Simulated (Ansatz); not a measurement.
# PdI: which structure wins at one pressure

Which of rocksalt, CsCl, zincblende, anti NiAs, WC has the lowest enthalpy for PdI at one common pressure? The runs shown use PAW.

Computed with Ansatz 0.2.0 (DFT, LDA, PAW with Ansatz's default frozen-core files, scalar-relativistic, unless a step's input says otherwise).

## Step 1: The system as given

Symmetry: Fm-3m, No. 225, cubic system. The conventional cell has a = 5.346 Å, b = 5.346 Å, c = 5.346 Å, α = 90.00°, β = 90.00°, γ = 90.00°. Around Pd (site symmetry m-3m) lie 6 I at 2.67 Å. I (site symmetry m-3m) is surrounded by 6 Pd at 2.67 Å.

As a file:

```cif
data_structure
_symmetry_space_group_name_H-M 'P 1'
_symmetry_Int_Tables_number 1
_cell_length_a 3.7804
_cell_length_b 3.7804
_cell_length_c 3.7804
_cell_angle_alpha 60.000
_cell_angle_beta 60.000
_cell_angle_gamma 60.000
_cell_volume 38.20
loop_
_atom_site_label
_atom_site_type_symbol
_atom_site_fract_x
_atom_site_fract_y
_atom_site_fract_z
_atom_site_occupancy
Pd1 Pd 0.00000 0.00000 0.00000 1
I1 I 0.50000 0.50000 0.50000 1
```

Atoms are numbered in the order of the input: Pd1, I2.

## Step 2: Cell relaxed at zero pressure, PAW

input.yaml reads:

```yaml
crystal:
  lattice:
    - [0.0, 2.6731334285, 2.6731334285]
    - [2.6731334285, 0.0, 2.6731334285]
    - [2.6731334285, 2.6731334285, 0.0]
  atoms:
    - { symbol: Pd, position: [0.0, 0.0, 0.0] }
    - { symbol: I, position: [0.5, 0.5, 0.5] }
kpoints:
  mp_grid: { grid: [13, 13, 13] }
scf:
  occupations: { method: fermi_dirac, width: 0.1 }
hamiltonian:
  xc: lda
  pseudopotentials: { kind: paw }
output:
  forces: true
  stress: true
  write_density: true
  write_potential: true
  elf: true
  volumetric_format: npy
relax:
  f_tol: 0.005
  max_steps: 40
  cell: {}
```

Started as:

```
$ ansatz run input.yaml --threads 1 --pin off --max-ram 3584MiB --backend cpu --events-out ev --progress --plain --runs-dir out
```

Further steps of the session: Volume scaled by 0.926, to set the pressure, PAW; Rocksalt relaxed under pressure, PAW; CsCl relaxed under pressure, PAW; Zincblende relaxed under pressure, PAW; Anti NiAs relaxed under pressure, PAW; WC relaxed under pressure, PAW.

**Question.** What will these runs give? Wanted: pressure; lowest.

As calculated:

| quantity | value |
| --- | --- |
| pressure | 9.1 GPa |
| lowest (PAW) | rocksalt, 153.1 meV/atom under anti NiAs |

**Reading.** By PAW the order is rocksalt < anti NiAs < WC < CsCl < zincblende. Only these structures were tried, with electrons smeared by 0.1 eV and without vibrations, so the true ground state may be another. The k meshes differ between phases and weren't tested, which can move differences by some meV. Spin-orbit coupling is left out, though the cell holds I; in elements this heavy it can shift bands and gaps by tenths of an eV.
